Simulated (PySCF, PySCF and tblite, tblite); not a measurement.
# Si₃N₃H₉: conformers and averaged spectra, part 2 of 2

PySCF and tblite. Atoms count from 0.

### Step 8. Shieldings, conformer 1: OPBE/pcSseg-1 in acetonitrile

What the job is given:

```
{"job": {"xc": "OPBE", "basis": "pcSseg-1", "solvent": "acetonitrile", "scf": {"guess": "huckel"}, "kind": "nmr", "pop": false}, "charge": 0, "multiplicity": 1}
N     -0.854196    -1.292945    -0.268233
Si    -1.790748     0.148676    -0.118939
N     -0.677731     1.464361    -0.036984
Si     1.039821     1.448078    -0.206405
N      1.576410    -0.101525     0.331970
Si     0.740909    -1.610875     0.308276
H     -1.376778    -2.109265    -0.534792
H     -2.607001     0.166720     1.106560
H     -2.637716     0.229707    -1.318836
H     -1.099615     2.375736     0.002340
H      1.601565     2.470362     0.685476
H      1.435009     1.684955    -1.605962
H      2.544105    -0.155307     0.598055
H      0.746233    -2.158119     1.675446
H      1.355318    -2.552569    -0.639885
```

Log:

```text
final grid: 117104 points
cycle   1  E = -1037.6587843314  dE = -1.063e+00  |g| = 1.096e+00  |ddm| = 4.039e+00
cycle   2  E = -1037.6999383414  dE = -4.115e-02  |g| = 1.102e+00  |ddm| = 3.314e+00
cycle   3  E = -1038.0099858102  dE = -3.100e-01  |g| = 2.795e-01  |ddm| = 1.733e+00
cycle   4  E = -1038.0252808521  dE = -1.530e-02  |g| = 6.978e-02  |ddm| = 2.638e-01
cycle   5  E = -1038.0263169586  dE = -1.036e-03  |g| = 1.170e-02  |ddm| = 8.318e-02
cycle   6  E = -1038.0263475349  dE = -3.058e-05  |g| = 2.296e-03  |ddm| = 1.338e-02
cycle   7  E = -1038.0263487907  dE = -1.256e-06  |g| = 3.485e-04  |ddm| = 2.683e-03
cycle   8  E = -1038.0263487997  dE = -9.042e-09  |g| = 3.109e-04  |ddm| = 5.701e-04
cycle   9  E = -1038.0263488204  dE = -2.073e-08  |g| = 2.651e-05  |ddm| = 2.685e-04
cycle  10  E = -1038.0263488206  dE = -1.633e-10  |g| = 9.082e-06  |ddm| = 3.746e-05
converged SCF energy = -1038.0263488206

GIAO shielding tensors (ppm)
atom      isotropic    diamagn.    paramagn.     s11        s22        s33       span
  0 N      254.413     325.070     -70.657    221.750    241.049    300.438     78.688
  1 Si     393.081     881.673    -488.593    368.647    381.229    429.365     60.718
  2 N      253.164     325.503     -72.339    217.207    241.277    301.008     83.801
  3 Si     395.046     881.727    -486.681    374.634    382.227    428.275     53.641
  4 N      253.215     325.516     -72.301    217.223    241.267    301.155     83.932
  5 Si     393.123     881.672    -488.548    368.796    381.294    429.279     60.483
  6 H       31.527      30.560       0.967     23.182     26.786     44.613     21.430
  7 H       25.861      29.229      -3.368     22.541     23.557     31.484      8.943
  8 H       26.014      29.050      -3.035     22.668     23.607     31.769      9.101
  9 H       31.709      30.552       1.158     23.071     27.062     44.995     21.925
 10 H       26.218      29.060      -2.842     22.895     23.771     31.988      9.093
 11 H       25.756      29.441      -3.685     22.530     23.532     31.206      8.676
 12 H       31.717      30.547       1.170     23.063     27.071     45.017     21.954
 13 H       25.856      29.239      -3.383     22.540     23.555     31.473      8.933
 14 H       26.019      29.047      -3.028     22.673     23.608     31.775      9.102
```

Run time: 16 s. Hardware: 1 thread of Arm Neoverse V2, shared host; peak memory 0.81 GiB.

This run: HOMO -5.77 eV, LUMO 0.16 eV; dipole 0.04 D.

### Step 9. Shieldings, conformer 2: OPBE/pcSseg-1 in acetonitrile

What the job is given:

```
{"job": {"xc": "OPBE", "basis": "pcSseg-1", "solvent": "acetonitrile", "scf": {"guess": "huckel"}, "kind": "nmr", "pop": false}, "charge": 0, "multiplicity": 1}
N     -1.606744    -0.130749     0.005546
Si    -1.021105     1.484209     0.165232
N      0.671364     1.457078    -0.168399
Si     1.797359     0.150651    -0.123935
N      0.897094    -1.315258    -0.255498
Si    -0.766376    -1.636003     0.070911
H     -2.608723    -0.212773     0.008884
H     -1.271443     1.991598     1.527804
H     -1.685206     2.326970    -0.838547
H      1.089962     2.364919    -0.274929
H      2.563995     0.173806     1.136265
H      2.691269     0.260110    -1.284887
H      1.457441    -2.136002    -0.407673
H     -0.920281    -2.256641     1.400329
H     -1.293020    -2.513927    -0.983017
```

Log:

```text
final grid: 117104 points
cycle   1  E = -1037.6620089353  dE = -1.066e+00  |g| = 1.088e+00  |ddm| = 4.024e+00
cycle   2  E = -1037.7065707881  dE = -4.456e-02  |g| = 1.089e+00  |ddm| = 3.256e+00
cycle   3  E = -1038.0088116281  dE = -3.022e-01  |g| = 2.789e-01  |ddm| = 1.681e+00
cycle   4  E = -1038.0240750105  dE = -1.526e-02  |g| = 6.794e-02  |ddm| = 2.589e-01
cycle   5  E = -1038.0250542616  dE = -9.793e-04  |g| = 1.152e-02  |ddm| = 8.147e-02
cycle   6  E = -1038.0250839552  dE = -2.969e-05  |g| = 2.267e-03  |ddm| = 1.326e-02
cycle   7  E = -1038.0250852023  dE = -1.247e-06  |g| = 2.412e-04  |ddm| = 2.597e-03
cycle   8  E = -1038.0250852182  dE = -1.585e-08  |g| = 3.245e-05  |ddm| = 3.645e-04
cycle   9  E = -1038.0250852183  dE = -1.135e-10  |g| = 2.696e-05  |ddm| = 5.024e-05
converged SCF energy = -1038.0250852183

GIAO shielding tensors (ppm)
atom      isotropic    diamagn.    paramagn.     s11        s22        s33       span
  0 N      257.841     325.273     -67.432    227.089    239.841    306.593     79.504
  1 Si     394.028     881.637    -487.609    368.678    384.723    428.682     60.003
  2 N      257.824     325.274     -67.450    227.077    239.880    306.515     79.439
  3 Si     394.000     881.639    -487.639    368.836    384.590    428.573     59.737
  4 N      257.795     325.265     -67.470    227.127    239.703    306.554     79.427
  5 Si     394.006     881.643    -487.637    368.728    384.667    428.622     59.894
  6 H       31.853      30.388       1.464     23.201     27.156     45.201     21.999
  7 H       25.746      29.226      -3.480     22.417     23.527     31.294      8.878
  8 H       26.086      29.023      -2.937     22.856     23.619     31.782      8.927
  9 H       31.848      30.386       1.462     23.200     27.150     45.192     21.992
 10 H       25.744      29.238      -3.494     22.412     23.529     31.290      8.877
 11 H       26.086      29.019      -2.932     22.853     23.620     31.786      8.933
 12 H       31.856      30.382       1.475     23.210     27.152     45.206     21.996
 13 H       25.744      29.238      -3.494     22.415     23.526     31.292      8.876
 14 H       26.086      29.021      -2.936     22.854     23.618     31.785      8.931
```

It took 15 s on 1 thread of Arm Neoverse V2, shared host; peak memory 0.81 GiB.

In short: HOMO -5.72 eV, LUMO 0.15 eV; dipole 0.11 D.

### Step 10. Boltzmann average: properties at OPBE/pcSseg-1 in acetonitrile

What the job is given:

```
{"job": {"study": "conf", "smiles": "N1[SiH2]N[SiH2]N[SiH2]1", "search": {"seed": 876, "n_embed": 60, "ff_keep": 14, "window": 3.0, "nmax": 10, "temps": [250, 273.15, 298.15, 323.15, 373.15], "t_ref": 298.15, "order": 0.001}, "level": {"nmr": {"xc": "OPBE", "basis": "pcSseg-1", "solvent": "acetonitrile", "scf": {"guess": "huckel"}}, "change": "OPBE/pcSseg-1; solvent acetonitrile; guess huckel", "top": 4}, "kind": "conf"}, "charge": 0, "multiplicity": 1}
N     -0.854196    -1.292945    -0.268233
Si    -1.790748     0.148676    -0.118939
N     -0.677731     1.464361    -0.036984
Si     1.039821     1.448078    -0.206405
N      1.576410    -0.101525     0.331970
Si     0.740909    -1.610875     0.308276
H     -1.376778    -2.109265    -0.534792
H     -2.607001     0.166720     1.106560
H     -2.637716     0.229707    -1.318836
H     -1.099615     2.375736     0.002340
H      1.601565     2.470362     0.685476
H      1.435009     1.684955    -1.605962
H      2.544105    -0.155307     0.598055
H      0.746233    -2.158119     1.675446
H      1.355318    -2.552569    -0.639885
```

Log:

```text
conformer  sym    E(xTB)   E(DFT)   G(298.15 K)  weight  dipole/D
    1     Cs      0.000    0.000    0.000   0.8638    0.039
    2     C3v     0.264    1.035    1.094   0.1362    0.111

mean shielding (ppm) by class
class atoms           250 K   273.15 K   298.15 K   323.15 K   373.15 K
  0 N  0,2,4        254.047     254.11    254.172     254.23    254.329
  1 Si 1,3,5        393.778    393.781    393.785    393.789    393.795
  2 H  6,9,12        31.673     31.676     31.679     31.681     31.686
  3 H  7,8,10         25.95     25.949     25.949     25.948     25.947
```

It took 31 s on 1 thread of Arm Neoverse V2, shared host. This counts the runs that the step sums up.

Against the first level, at 298 K (shieldings, ppm; largest changes first):

```tsv
atoms	mPW1PW91/pcSseg-1 in acetonitrile	OPBE/pcSseg-1 in acetonitrile	change
Si1, Si3, Si5	385.6	393.8	+8.2
H7, H8, H10 and 3 more	26.32	25.95	-0.38
H6, H9, H12	31.76	31.68	-0.08
N0, N2, N4	254.2	254.2	-0.1
```

Weights: from B3LYP/def2-SVP in acetonitrile energies 1: 77 %, 2: 23 %; from OPBE/pcSseg-1 in acetonitrile energies 1: 86 %, 2: 14 % (with a dispersion term where the level has one and the same thermal terms, so they don't follow from the SCF energies alone). Times: 55 s and 31 s.

### Step 11. Summary of results

The summary covers parts 1 to 2.

```
                                                quantity                                                value
                                              conformers  2; the first in weight is no. 1 (Cs), 77 % at 298 K
                                 root-mean-square dipole                                               0.08 D
  averaged 1H shifts (mPW1PW91/pcSseg-1 in acetonitrile)                                      5.42, -0.02 ppm
averaged 29Si shifts (mPW1PW91/pcSseg-1 in acetonitrile)                                            -37.9 ppm
```

**Reading.** At 298 K conformer 1 holds 77 % of the ensemble (80 % at 250 K, 75 % at 373 K). Among conformers over 5 %, H6, H9, H12 differ by 0.18 ppm, while the average moves by 0.01 ppm from 250 to 373 K. Protons on O, N, S or Se exchange and bind to solvent, so their values hold for the lone molecule only. Going from mPW1PW91/pcSseg-1 in acetonitrile to OPBE/pcSseg-1 in acetonitrile moves Si1 most, by 8.2 ppm of raw shielding; the energies behind both averages, dispersion terms included where typed, rank the same conformer first.
